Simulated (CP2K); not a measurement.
# CH7BO2Si (SMILES CBO[SiH2]O) at 3 levels

Wanted: a comparison of 3 runs (PM3, PM6, GFN1-xTB) of CH7BO2Si. 

The results are computed with CP2K 2026.2.

3 further runs of the same task are left out: 2 that didn't finish, 1 set aside as unsound or not needed.

**1. Starting point**

The species is CH7BO2Si (12 atoms), meant as a singlet with charge 0. As SMILES, `CBO[SiH2]O`. Geometry: relaxed at GFN2-xTB. This is one conformer, not always the lowest.

Bond lengths: C1–B2 1.591 Å, B2–O3 1.316 Å, O3–Si4 1.611 Å, Si4–O5 1.624 Å, C1–H6 1.087 Å, C1–H7 1.087 Å, C1–H8 1.089 Å, B2–H9 1.182 Å, Si4–H10 1.460 Å, Si4–H11 1.452 Å, O5–H12 0.954 Å. Some angles: C1–B2–O3 121.7°, B2–O3–Si4 165.8°, O3–Si4–O5 115.4°, C1–B2–H9 120.3°, O3–B2–H9 118.1°, B2–C1–H6 111.7°, B2–C1–H7 112.9°, B2–C1–H8 109.7°, O3–Si4–H10 103.4°, O3–Si4–H11 107.1°.

**2. Energy and forces at PM3 (run 1)**

calc.inp

```
&global
   project_name calc
   run_type ENERGY_FORCE
   print_level MEDIUM
&end global

&force_eval
   method Quickstep
   &dft
      charge 0
      multiplicity 1
      &qs
         method PM3
         eps_default 1.0E-10
         &se
            &coulomb
               cutoff [angstrom] 50
               rc_range [angstrom] 0
            &end coulomb
            &exchange
               cutoff [angstrom] 50
               rc_range [angstrom] 0
            &end exchange
         &end se
      &end qs
      &poisson
         periodic NONE
         poisson_solver ANALYTIC
      &end poisson
      &scf
         scf_guess ATOMIC
         eps_scf 1.0E-06
         max_scf 150
         added_mos 2
         max_diis 8
         &diagonalization
            algorithm STANDARD
         &end diagonalization
         &mixing
            method DIRECT_P_MIXING
            alpha 0.4
         &end mixing
      &end scf
      &print
         &moments
            periodic F
            reference COM
            max_moment 1
         &end moments
         &mo ON
            energies T
            occupation_numbers T
            ndigits 6
            &each
               qs_scf 0
            &end each
            add_last NUMERIC
         &end mo
         &hirshfeld OFF
         &end hirshfeld
      &end print
   &end dft
   &subsys
      &cell
         abc [angstrom] 13 10.9 12.8
         periodic NONE
      &end cell
      &coord
         C     -1.618320     0.288760     1.045260
         B     -0.192380    -0.379390     1.275150
         O      0.723740    -0.394190     0.330400
         Si     1.547000    -0.266790    -1.048010
         O      0.664250     0.122910    -2.353790
         H     -2.418080    -0.312810     1.469860
         H     -1.841300     0.458930    -0.005380
         H     -1.658330     1.253440     1.549380
         H      0.078600    -0.861570     2.320210
         H      2.544230     0.758570    -0.752970
         H      2.004850    -1.599870    -1.396080
         H      0.165740     0.932010    -2.434020
      &end coord
      &topology
         &center_coordinates
         &end center_coordinates
      &end topology
   &end subsys
   &print
      &forces ON
      &end forces
   &end print
&end force_eval
```

Command:

```sh
$ OMP_NUM_THREADS=1 cp2k.psmp -i calc.inp > calc.out 2>&1
```

Standard output:

```text
CP2K| version string:                                       CP2K version 2026.2
[...]
 GLOBAL| Method name                                                        CP2K
[...]
 GLOBAL| Run type                                                   ENERGY_FORCE
[...]
                             - Atoms:                                         12
[...]
                             - Spherical basis functions:                     27
[...]
 Number of electrons:                                                         30
[...]
     1 P_Mix/Diag. 0.40E+00    0.0     0.83767435       -27.7633282745 -2.78E+01
[...]
    17 DIIS/Diag.  0.12E-06    0.0     0.00000025       -34.8169414388 -2.25E-12
  *** SCF run converged in    17 steps ***
  Core-core repulsion energy [eV]:                           1997.14345103948926
  Core Hamiltonian energy [eV]:                             -1511.06644756087076
  Two-electron integral energy [eV]:                        -2866.98832336374562
  Electronic energy [eV]:                                   -2944.56060924274334
  Total energy [eV]:                                         -947.41715820325408
  Atomic reference energy [eV]:                               940.30179817154283
  Heat of formation [kcal/mol]:                              -164.08411335281212
[...]
 SE_DIPOLE| Moment [Debye]         -0.66067030      -1.10204836       0.70367649
 SE_DIPOLE| Derivative [a.u.]       0.00000000       0.00000000       0.00000000
 ENERGY| Total FORCE_EVAL ( QS ) energy [hartree]            -34.816941438830490
[...]
```

It took 0.22 s on 1 thread of Arm Neoverse V2, shared host.

**3. The energy at PM6 (run 2)**

molecule.inp

```
&global
  project molecule
  run_type ENERGY
  print_level MEDIUM
&end global

&force_eval
  method Quickstep
  &dft
    charge 0
    multiplicity 1
    # Quickstep
    &qs
      method PM6
      eps_default 1.0E-10
      &se
        &coulomb
          cutoff [angstrom] 50
          rc_range [angstrom] 0
        &end coulomb
        &exchange
          cutoff [angstrom] 50
          rc_range [angstrom] 0
        &end exchange
      &end se
    &end qs
    &poisson
      periodic NONE
      poisson_solver ANALYTIC
    &end poisson
    &scf
      scf_guess ATOMIC
      eps_scf 1.0E-07
      max_scf 80
      added_mos 4
      max_diis 12
      &diagonalization
        algorithm STANDARD
      &end diagonalization
      &mixing
        method DIRECT_P_MIXING
        alpha 0.4
      &end mixing
    &end scf
    # extra output
    &print
      &moments
        periodic F
        reference COM
        max_moment 1
      &end moments
      &mo ON
        energies T
        occupation_numbers T
        ndigits 6
        &each
          qs_scf 0
        &end each
        add_last NUMERIC
      &end mo
      &hirshfeld OFF
      &end hirshfeld
    &end print
  &end dft
  &subsys
    &cell
      abc [angstrom] 17 14.9 16.8
      periodic NONE
    &end cell
    &coord
      C      6.818605     7.911975     9.502165
      B      8.244545     7.243825     9.732055
      O      9.160665     7.229025     8.787305
      Si     9.983925     7.356425     7.408895
      O      9.101175     7.746125     6.103115
      H      6.018845     7.310405     9.926765
      H      6.595625     8.082145     8.451525
      H      6.778595     8.876655    10.006285
      H      8.515525     6.761645    10.777115
      H     10.981155     8.381785     7.703935
      H     10.441775     6.023345     7.060825
      H      8.602665     8.555225     6.022885
    &end coord
  &end subsys
&end force_eval
```

Command:

```sh
$ OMP_NUM_THREADS=1 cp2k.psmp -i molecule.inp -o molecule.out
```

Standard output:

```text
CP2K| version string:                                       CP2K version 2026.2
[...]
 GLOBAL| Method name                                                        CP2K
[...]
 GLOBAL| Run type                                                         ENERGY
[...]
                             - Atoms:                                         12
[...]
                             - Spherical basis functions:                     32
[...]
 Number of electrons:                                                         30
[...]
     1 P_Mix/Diag. 0.40E+00    0.0     0.81495097       -26.6430961112 -2.66E+01
[...]
    22 DIIS/Diag.  0.46E-07    0.0     0.00000001       -34.2833787158 -6.39E-14
  *** SCF run converged in    22 steps ***
  Core-core repulsion energy [eV]:                           1972.74116626060868
  Core Hamiltonian energy [eV]:                             -1533.54716772933989
  Two-electron integral energy [eV]:                        -2744.18435333181424
  Electronic energy [eV]:                                   -2905.63934439524701
  Total energy [eV]:                                         -932.89817813463821
  Atomic reference energy [eV]:                               925.12584767154294
  Heat of formation [kcal/mol]:                              -179.23421261022659
[...]
 SE_DIPOLE| Moment [Debye]          1.25414544      -1.70072263      -0.46472521
 SE_DIPOLE| Derivative [a.u.]       0.00000000       0.00000000       0.00000000
 ENERGY| Total FORCE_EVAL ( QS ) energy [hartree]            -34.283378715774731
[...]
```

Run time: 0.22 s. Hardware: 1 thread of Arm Neoverse V2, shared host.

**4. Energy and forces at GFN1-xTB (run 3)**

qs.inp

```
&GLOBAL
    PROJECT qs
    RUN_TYPE ENERGY_FORCE
    PRINT_LEVEL MEDIUM
&END GLOBAL

&FORCE_EVAL
    METHOD QS
    &DFT
        CHARGE 0
        MULTIPLICITY 1
        &QS
            METHOD XTB
            EPS_DEFAULT 1.0E-10
            &XTB
                GFN_TYPE 1
                CHECK_ATOMIC_CHARGES F
            &END XTB
        &END QS
        &POISSON
            PERIODIC NONE
            POISSON_SOLVER ANALYTIC
        &END POISSON
        # SCF settings
        &SCF
            SCF_GUESS ATOMIC
            EPS_SCF 1.0E-07
            MAX_SCF 80
            &DIAGONALIZATION
                ALGORITHM STANDARD
            &END DIAGONALIZATION
            &MIXING
                METHOD BROYDEN_MIXING
                ALPHA 0.4
                NBUFFER 8
            &END MIXING
        &END SCF
        # extra output
        &PRINT
            &MOMENTS
                PERIODIC F
                REFERENCE COM
                MAX_MOMENT 1
            &END MOMENTS
            &MO ON
                ENERGIES T
                OCCUPATION_NUMBERS T
                NDIGITS 6
                &EACH
                    QS_SCF 0
                &END EACH
                ADD_LAST NUMERIC
            &END MO
            &HIRSHFELD OFF
            &END HIRSHFELD
        &END PRINT
    &END DFT
    # atoms, cell and kinds
    &SUBSYS
        # box in angstrom
        &CELL
            ABC [angstrom] 21 18.9 20.8
            PERIODIC NONE
        &END CELL
        &COORD
            C      8.818605     9.911975    11.502165
            B     10.244545     9.243825    11.732055
            O     11.160665     9.229025    10.787305
            Si    11.983925     9.356425     9.408895
            O     11.101175     9.746125     8.103115
            H      8.018845     9.310405    11.926765
            H      8.595625    10.082145    10.451525
            H      8.778595    10.876655    12.006285
            H     10.515525     8.761645    12.777115
            H     12.981155    10.381785     9.703935
            H     12.441775     8.023345     9.060825
            H     10.602665    10.555225     8.022885
        &END COORD
    &END SUBSYS
    &PRINT
        &FORCES ON
        &END FORCES
    &END PRINT
&END FORCE_EVAL
```

Command:

```sh
$ OMP_NUM_THREADS=1 cp2k.psmp qs.inp > qs.out
```

Standard output:

```text
CP2K| version string:                                       CP2K version 2026.2
[...]
 GLOBAL| Method name                                                        CP2K
[...]
 GLOBAL| Run type                                                   ENERGY_FORCE
[...]
                             - Atoms:                                         12
[...]
                             - Spherical basis functions:                     39
[...]
 Number of electrons:                                                         30
[...]
     1 NoMix/Diag. 0.40E+00    0.0     0.73937147       -18.5742989513 -1.86E+01
[...]
    61 Broy./Diag. 0.40E+00    0.0     0.00000009       -18.7577986812 -2.20E-07
  *** SCF run converged in    61 steps ***
[...]
 TB_DIPOLE| Moment [Debye]         -0.49068819       1.31860875       0.03418314
 TB_DIPOLE| Derivative [a.u.]       0.00000000       0.00000000       0.00000000
[...]
 ENERGY| Total FORCE_EVAL ( QS ) energy [hartree]            -18.757798576955359
[...]
```

Run time: 0.3 s. Hardware: 1 thread of Arm Neoverse V2, shared host.

**5. The series**

```tsv
run	level	task	SCF convergence threshold	energy (Eh)	dipole moment (D)	HOMO energy (eV)	LUMO energy (eV)	wall time
1	PM3	gradient	1e-06	-34.816941	1.46	-9.61	1.07	0.22 s
2	PM6	energy	1e-07	-34.283379	2.16	-10.49	0.44	0.22 s
3	GFN1-xTB	gradient	1e-07	-18.757799	1.41	-11.64	–	0.3 s
```

**6. Summary of results**

| quantity | value |
| --- | --- |
| run 3: total energy | -18.75780 Eh |
| run 3: dipole moment (from atomic charges alone) | 1.41 D |
| run 3: HOMO energy | -11.64 eV |
| run 3: dispersion energy | -9.22 kJ/mol |
| run 3: largest force on an atom | 1.974 eV/Å |

The dipole moment (its size) runs from 1.41 D (GFN1-xTB) to 2.16 D (PM6). Some of these are taken from atomic charges alone. Force-field and semi-empirical energies have zeros of their own, so their totals don't compare. All runs together took 0.74 s, the longest 0.3 s.
